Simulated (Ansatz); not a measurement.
**CdCSb2: a single-point run**

Aim: a sound single-point run of CdCSb2. The structure is shown as the input types it. The cell is built on a prototype (ordering on zincblende) and needn't be the phase found in nature.

Program: Ansatz 0.2.0. Level of theory: density functional or hybrid calculation with the settings of its input, plane waves (as first typed). These are calculated values, not measurements.

1 further run of the same task is left out (for a known fault of the program).

### Step 1. The system as given

It takes space group P-4m2 (No. 115, tetragonal). The conventional cell has a = 3.833 Å, b = 3.833 Å, c = 6.604 Å, α = 90.00°, β = 90.00°, γ = 90.00°. Cd (site symmetry -4m2) is surrounded by 4 Sb at 2.81 Å. Sb (site symmetry 2mm) is surrounded by 2 C at 2.29 Å. C (site symmetry -4m2) has 4 Sb at 2.29 Å as nearest neighbours.

The input asks for a charge of -1 e on the cell.

Coordinates:

```cif
data_structure
_symmetry_space_group_name_H-M 'P 1'
_symmetry_Int_Tables_number 1
_cell_length_a 3.8334
_cell_length_b 3.8334
_cell_length_c 6.6035
_cell_angle_alpha 90.000
_cell_angle_beta 90.000
_cell_angle_gamma 90.000
_cell_volume 97.04
loop_
_atom_site_label
_atom_site_type_symbol
_atom_site_fract_x
_atom_site_fract_y
_atom_site_fract_z
_atom_site_occupancy
Cd1 Cd 0.00000 0.00000 0.00000 1
Sb1 Sb 0.00000 0.50000 0.31140 1
C1 C 0.50000 0.50000 0.50000 1
Sb2 Sb 0.50000 0.00000 0.68860 1
```

### Step 2. Input and run

input.yaml

```yaml
crystal:
  lattice:
    - [3.8334338938, 0.0, 0.0]
    - [0.0, 3.8334338938, 0.0]
    - [0.0, 0.0, 6.6035399915]
  atoms:
    - { symbol: Cd, position: [0.0, 0.0, 0.0] }
    - { symbol: Sb, position: [0.0, 0.5, 0.311403771] }
    - { symbol: C, position: [0.5, 0.5, 0.5] }
    - { symbol: Sb, position: [0.5, 0.0, 0.688596229] }
kpoints:
  mp_grid: { grid: [4, 4, 4] }
hamiltonian:
  xc: pbe
scf:
  occupations: { method: fermi_dirac, width: 0.02 }
  n_extra_bands: 5
  max_iter: 98
output:
  forces: true
  stress: true
  eigenvalues: true
total_charge: -1
```

The run is started by

```bash
ansatz run input.yaml --threads 4 --pin off --max-ram 3686MiB --backend cpu --events-out ev --progress --plain --runs-dir out
```

Q: Will this input give a usable result? If not, why, and what should change?

This run ends as converged. Convergence says nothing about whether the input makes sense.

The suspect setting: total_charge is -1. The net charge is not the one intended, so the run treats another number of electrons.

To check: delete total_charge (the default then holds).
